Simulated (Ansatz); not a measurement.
# CH4AlClO: small, medium and large basis sets

One table from this session's results is given with a row withheld; the runs are named, their logs left out.

The runs use Ansatz 0.2.0, Gaussian basis; one geometry, several basis sets.

Levels to be run: PBE0-D4/def2-SVP; ωB97M-V/def2-SVP; PBE0-D4/def2-QZVPP; ωB97M-V/def2-QZVPP; CCSD(T)/cc-pV(D+d)Z; CCSD(T)/cc-pV(T+d)Z; CCSD(T)/cc-pV(Q+d)Z; the functionals' def2-TZVPP values are taken from earlier runs.

### The geometry

All runs share one geometry, relaxed beforehand with PBE0-D4 in a triple-zeta def2 set.

SMILES `C[O][AlH][Cl]`, 8 atoms, charge 0, spin multiplicity 1.

Atoms are counted from 1 here; the program's logs count them from 0.

Bond lengths: C1–O2 1.400 Å, C1–H5 1.094 Å, C1–H6 1.096 Å, C1–H7 1.094 Å, O2–Al3 1.672 Å, Al3–Cl4 2.097 Å, Al3–H8 1.563 Å. Angles: O2–C1–H5 109.9°, O2–C1–H6 112.3°, O2–C1–H7 109.8°, H5–C1–H6 108.3°, H5–C1–H7 108.0°, H6–C1–H7 108.3°, C1–O2–Al3 136.5°, O2–Al3–Cl4 118.9°, O2–Al3–H8 119.8°, Cl4–Al3–H8 121.3°.

The first run:

in.yaml reads:

```yaml
crystal:
  periodic: [false, false, false]
  atoms:
    - {symbol: C, position_ang: [0.132232, 1.250623, 0.263001]}
    - {symbol: O, position_ang: [0.645290, 0.051987, -0.246044]}
    - {symbol: Al, position_ang: [0.103413, -1.519677, -0.426623]}
    - {symbol: Cl, position_ang: [-1.828977, -2.007773, 0.224422]}
    - {symbol: H, position_ang: [0.118428, 2.012381, -0.522456]}
    - {symbol: H, position_ang: [-0.886521, 1.136165, 0.649967]}
    - {symbol: H, position_ang: [0.770224, 1.612626, 1.074965]}
    - {symbol: H, position_ang: [1.038010, -2.593332, -1.072933]}
basis:
  gaussian: {orbitals: def2-SVP}
hamiltonian: {xc: pbe0, dispersion: d4}
output: {orbitals: {seedname: orbitals}}
```

The run is started by

```
$ ansatz run in.yaml --threads 2 --pin off --events-out ev --progress --plain --max-ram 32768MiB --backend cpu
```

Steps of the session up to this table: PBE0-D4 in def2-SVP; ωB97M-V in def2-SVP; PBE0-D4 in def2-QZVPP; ωB97M-V in def2-QZVPP.

One table of the session follows, with a row left open; its other results are not shown here.

It belongs to the step «Density functionals: the series». 

```
functional       basis  HOMO (eV)
   PBE0-D4    def2-SVP      -8.36
   PBE0-D4  def2-TZVPP      -8.47
   PBE0-D4  def2-QZVPP      -8.49
   ωB97M-V    def2-SVP     -10.72
   ωB97M-V  def2-TZVPP          ?
   ωB97M-V  def2-QZVPP     -10.91
```

Q: Estimate the row for ωB97M-V, def2-TZVPP from the others.

As computed: HOMO (eV): -10.87. In the column «HOMO (eV)» it lies between ωB97M-V, def2-QZVPP (-10.91) and ωB97M-V, def2-SVP (-10.72).
